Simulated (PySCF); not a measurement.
# BeS with other numerical set-ups

Aim: see how much the energy and properties of BeS depend on the numerical set-up.

Computed with PySCF 2.14.0. Level: method and basis as typed in the scripts.

1 further run of the same task is left out (it didn't finish).

## (1) Starting geometry

BeS: 2 atoms, charge 0, spin multiplicity 1.

Bond lengths: Be1–S2 1.809 Å.

## (2) The base run

The input, input.py:

```python
from pyscf import gto, dft, tdscf

mol = gto.M(
    atom='Be 0 0 0; S 0 0 1.809',
    basis='lanl2dz',
    ecp={'S': 'lanl2dz'},
    charge=0,
    spin=0,
    verbose=3,
)
mf = dft.RKS(mol, xc='wb97x')
mf.kernel()
td = tdscf.TDA(mf)
td.nstates = 5
td.kernel()
td.analyze(verbose=3)
mf.dip_moment()
print('orbital energies (hartree):', mf.mo_energy[..., max(0, mol.nelec[1]-3):mol.nelec[0]+3].round(4))
```

The run is started by

```console
> OMP_NUM_THREADS=1 python input.py
```

The log of this run is left out.

Base result: E(SCF) = -24.794727 Eh, μ = 6.13 D, excitations 1.67, 1.67, 3.79, 4.58, 4.79 eV.

The bond length is a typed value, not an optimised one.

## (3) Def2-svp (core potential off)

Run 1 changes basis set: lanl2dz → def2-svp; core potential: on → off. The core potential changes with it: totals don't compare.

The input, input.py:

```python
from pyscf import gto, dft, tdscf

mol = gto.M(
    atom='Be 0 0 0; S 0 0 1.809',
    basis='def2-svp',
    charge=0,
    spin=0,
    verbose=3,
)
mf = dft.RKS(mol, xc='wb97x')
mf.kernel()
td = tdscf.TDA(mf)
td.nstates = 5
td.kernel()
td.analyze()
mf.dip_moment()
print('orbital energies (hartree):', mf.mo_energy[..., max(0, mol.nelec[1]-3):mol.nelec[0]+3].round(4))
```

The run is started by

```console
> OMP_NUM_THREADS=1 python input.py
```

## (4) Density fitting def2-universal-jkfit

Run 2 changes density fitting: none → def2-universal-jkfit.

Edit input.py of step 2 so:

```diff
@@ -11,2 +11,3 @@
 mf = dft.RKS(mol, xc='wb97x')
+mf = mf.density_fit(auxbasis='def2-universal-jkfit')
 mf.kernel()
```

## (5) Sbkjc

Run 3 changes basis set: lanl2dz → sbkjc. The core potential changes with it: totals don't compare.

Edit input.py of step 2 so:

```diff
@@ -4,4 +4,4 @@
     atom='Be 0 0 0; S 0 0 1.809',
-    basis='lanl2dz',
-    ecp={'S': 'lanl2dz'},
+    basis='sbkjc',
+    ecp={'Be': 'sbkjc', 'S': 'sbkjc'},
     charge=0,
```

## (6) 6-31+g* (core potential off)

Run 4 changes basis set: lanl2dz → 6-31+g*; core potential: on → off. The core potential changes with it: totals don't compare.

Edit input.py of step 2 so:

```diff
@@ -4,4 +4,3 @@
     atom='Be 0 0 0; S 0 0 1.809',
-    basis='lanl2dz',
-    ecp={'S': 'lanl2dz'},
+    basis='6-31+g*',
     charge=0,
@@ -15,3 +14,3 @@
 td.kernel()
-td.analyze(verbose=3)
+td.analyze()
 mf.dip_moment()
```

Q: Predict the outcome of this session. Wanted: for each run, E(SCF); from base; gap; SCF dipole; after the SCF.

As calculated:

| run | E(SCF) (hartree) | from base (eV) | gap (eV) | SCF dipole (D) | functions | after the SCF |
| --- | --- | --- | --- | --- | --- | --- |
| base | -24.794727 | 0 | n/a | 6.13 | 17 | lowest root found 1.67 eV |
| def2-svp (core potential off) | -412.736576 | not comparable | 6.82 | 5.78 | 27 | lowest root found 1.59 eV |
| density fitting def2-universal-jkfit | -24.794734 | -0.0002 | n/a | 6.13 | 17 | lowest root found 1.67 eV |
| sbkjc | -11.149253 | not comparable | n/a | 6.08 | 16 | lowest root found 1.48 eV |
| 6-31+g* (core potential off) | -412.860519 | not comparable | 6.78 | 6.31 | 40 | lowest root found 1.55 eV |

What this shows: The dearest run is “6-31+g* (core potential off)”, at 6.3 s against 1.7 s.
